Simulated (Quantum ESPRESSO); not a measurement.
# GaGe3 under changes of volume

One of the cells (19.580 Å³/atom); the others are scaled copies at fixed shape and fractional positions:

```xyz
4
Lattice="4.2785 0.0000 0.0000 0.0000 4.2785 0.0000 0.0000 0.0000 4.2785" Properties=species:S:1:pos:R:3 pbc="T T T"
Ge    2.1392    2.1392    0.0000
Ge    2.1392    0.0000    2.1392
Ge    0.0000    2.1392    2.1392
Ga    0.0000    0.0000    0.0000
```

The cell comes from a database or a generator and needn't be the stable form of this composition.

```yaml
Program: Quantum ESPRESSO 7.5
Functional: PBEsol
Potentials_or_basis: GBRV 1.5 PBEsol
Cutoff: 762 eV
Density_cutoff: 6095 eV
k_mesh: 6 × 6 × 6
Occupations: fermi-dirac, width 0.05 eV
Spin: no spin polarisation
```

| volume (Å³/atom) | energy over the lowest point (meV/atom) | pressure (GPa) |
| --- | --- | --- |
| 18.405 | 0.00 | 0.2 |
| 18.796 | 1.17 | -1.2 |
| 19.188 | 5.49 | -2.4 |
| 19.580 | 12.58 | -3.5 |
| 19.971 | 22.15 | -4.4 |
| 20.363 | ? | ? |
| 20.754 | 47.73 | -6.0 |

Question: What does the run at 20.363 Å³/atom give?

Answer: Energy over the lowest point 33.97 meV/atom; pressure -5.3 GPa.

Worked out: A Birch-Murnaghan fit of order 3 (a polynomial in V^(-2/3)) to the other rows has its minimum at 18.46 Å³/atom with B0 = V·E''(V) = 66 GPa and B' = 4.4. It gives 33.97 meV/atom at 20.363 Å³/atom, against the run's 33.97, and -dE/dV = -5.3 GPa, against -5.3.

Energies are extrapolated to zero smearing.
